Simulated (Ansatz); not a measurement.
# Ge5Bi3: the cost of one run

Program: Ansatz 0.2.0. Level of theory: DFT PBE, scalar-relativistic, plane waves, PAW. These are calculated values, not measurements.

## 1. The starting structure

The cell holds 16 atoms (Bi6Ge10): a = 7.335 Å, b = 7.029 Å, c = 7.583 Å, α = 92.01°, β = 92.87°, γ = 92.74°.

It is the last frame of an earlier stage of the same melt, run at 560 K.

As a file:

```xyz
16
Lattice="7.3302 -0.1736 -0.1885 -0.1736 7.0253 -0.1302 -0.1885 -0.1302 7.5796" Properties=species:S:1:pos:R:3 pbc="T T T"
Ge    2.1062    2.7780    2.4528
Ge    5.0854    5.7222    2.6141
Ge    1.1904    2.5501    5.6717
Ge    4.2484    1.1778    1.9353
Ge    6.1358    1.6581    6.2903
Ge    5.7291    3.6797    0.2827
Ge   -0.1239    4.5192    2.4858
Ge    4.8708    6.3373    5.4373
Ge    3.4965    1.4933    5.4859
Ge    3.3197    4.4182    4.1210
Bi    5.6668    2.6191    3.7724
Bi    1.9077    6.7991    3.5304
Bi    0.1105    5.3470    5.4125
Bi    7.2047    0.7154    1.4996
Bi    3.1657    4.1510   -0.1515
Bi    2.3161    6.8848   -0.0568
```

## 2. Dynamics at 300 K

One k point, a Fermi-Dirac width of 0.050 eV and a fixed cell.

File input.yaml:

```yaml
crystal:
  lattice:
    - [7.330218, -0.173646, -0.188474]
    - [-0.173646, 7.025293, -0.130189]
    - [-0.188474, -0.130189, 7.579575]
  atoms:
    - { symbol: Ge, position: [0.305723567, 0.409250714, 0.3382420955] }
    - { symbol: Ge, position: [0.7233486451, 0.8393906344, 0.3772934596] }
    - { symbol: Ge, position: [0.1909765979, 0.3817818704, 0.7595910758] }
    - { symbol: Ge, position: [0.5910326711, 0.1873278471, 0.2732512144] }
    - { symbol: Ge, position: [0.8655443304, 0.2732711102, 0.8561163556] }
    - { symbol: Ge, position: [0.7961800812, 0.5446880408, 0.0664508841] }
    - { symbol: Ge, position: [0.0072167456, 0.6497351313, 0.3393048803] }
    - { symbol: Ge, position: [0.7059093902, 0.9334403159, 0.7509514935] }
    - { symbol: Ge, position: [0.5016894475, 0.2386828186, 0.7403538749] }
    - { symbol: Ge, position: [0.4828871169, 0.6513352389, 0.5668962744] }
    - { symbol: Bi, position: [0.7960888155, 0.4022024401, 0.5244161962] }
    - { symbol: Bi, position: [0.2961614154, 0.9841999401, 0.4900537013] }
    - { symbol: Bi, position: [0.0521944019, 0.7758987914, 0.7287121324] }
    - { symbol: Bi, position: [0.991750398, 0.1305169546, 0.2247565022] }
    - { symbol: Bi, position: [0.4461635202, 0.6019160823, 0.0014433884] }
    - { symbol: Bi, position: [0.3398542731, 0.9887336384, 0.0179377726] }
  symmetry: { detect: false }
basis:
  ecutwfc: 420
  xc_grid: 1
kpoints:
  mp_grid: { grid: [1, 1, 1], shift: [0.25, 0.25, 0.25] }
hamiltonian:
  xc: pbe
scf:
  occupations: { method: fermi_dirac, width: 0.05 }
  lower_state_search: "off"
  convergence: { dr2_threshold: 1.0e-05 }
output:
  forces: true
  stress: true
md:
  timestep: 3.0
  n_steps: 155
  ensemble: nvt_langevin
  friction: 0.03
  temperature: 300.0
  initial_velocities: maxwell_boltzmann
  seed: 82123
```

The run is started by

```sh
$ ansatz run input.yaml --threads 2 --pin off --max-ram 5120MiB --backend cpu --events-out ev --progress --plain --runs-dir out
```

**Question.** How long does this run take on 2 threads of Arm Neoverse V2, shared host, and how much memory does it need?

About 5 min, with a peak of 0.61 GiB.
